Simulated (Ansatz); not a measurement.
# SnAu: the cost of one run

Method: DFT PBEsol, scalar-relativistic, plane waves, PAW, in Ansatz 0.2.0.

## Step 1: The structure to begin with

The structure is hexagonal, space group P6_3/mmc (No. 194). Conventional cell: a = 4.361 Å, b = 4.361 Å, c = 5.594 Å, α = 90.00°, β = 90.00°, γ = 120.00°. Sn (site symmetry -6m2) has 6 Au at 2.88 Å in its first shell of neighbours. Au (site symmetry -3m) is surrounded by 2 Au at 2.80 Å and 6 Sn at 2.88 Å.

As a file:

```
Sn Au
1.0
     4.36103    0.00000    0.00000
    -2.18051    3.77676    0.00000
     0.00000    0.00000    5.59400
Sn Au
2 2
Direct
  0.66667 0.33333 0.75000
  0.33333 0.66667 0.25000
  0.00000 0.00000 0.50000
  0.00000 0.00000 0.00000
```

The structure comes from the Materials Project (structure only).

(A quick probe on a coarse mesh, which set the mesh and smearing, is not shown.)

## Step 3: Relaxing cell and atoms

input.yaml reads:

```yaml
crystal:
  lattice:
    - [4.3610265769, 0.0, 0.0]
    - [-2.1805132884, 3.7767598022, 0.0]
    - [0.0, 0.0, 5.59400424]
  atoms:
    - { symbol: Sn, position: [0.66666667, 0.33333333, 0.75] }
    - { symbol: Sn, position: [0.33333333, 0.66666667, 0.25] }
    - { symbol: Au, position: [0.0, 0.0, 0.5] }
    - { symbol: Au, position: [0.0, 0.0, 0.0] }
basis:
  ecutwfc: 420
kpoints:
  mp_grid: { grid: [12, 12, 8] }
hamiltonian:
  xc: pbesol
scf:
  occupations: { method: gaussian, width: 0.1 }
output:
  forces: true
  stress: true
  eigenvalues: true
  write_density: true
  write_potential: true
  elf: true
  volumetric_format: npy
relax:
  adjacent_minimum: "off"
  f_tol: 0.005
  max_steps: 80
  cell: { stress_tol: 0.05 }
```

Run with:

```bash
$ ansatz run input.yaml --threads 1 --pin off --max-ram 2560MiB --backend cpu --events-out ev --progress --plain --runs-dir out
```

What time and memory should one allow on 1 thread of Intel Xeon at 2.50GHz (Skylake/Cascade Lake), shared host?

About 3 min, with a peak of 0.58 GiB.
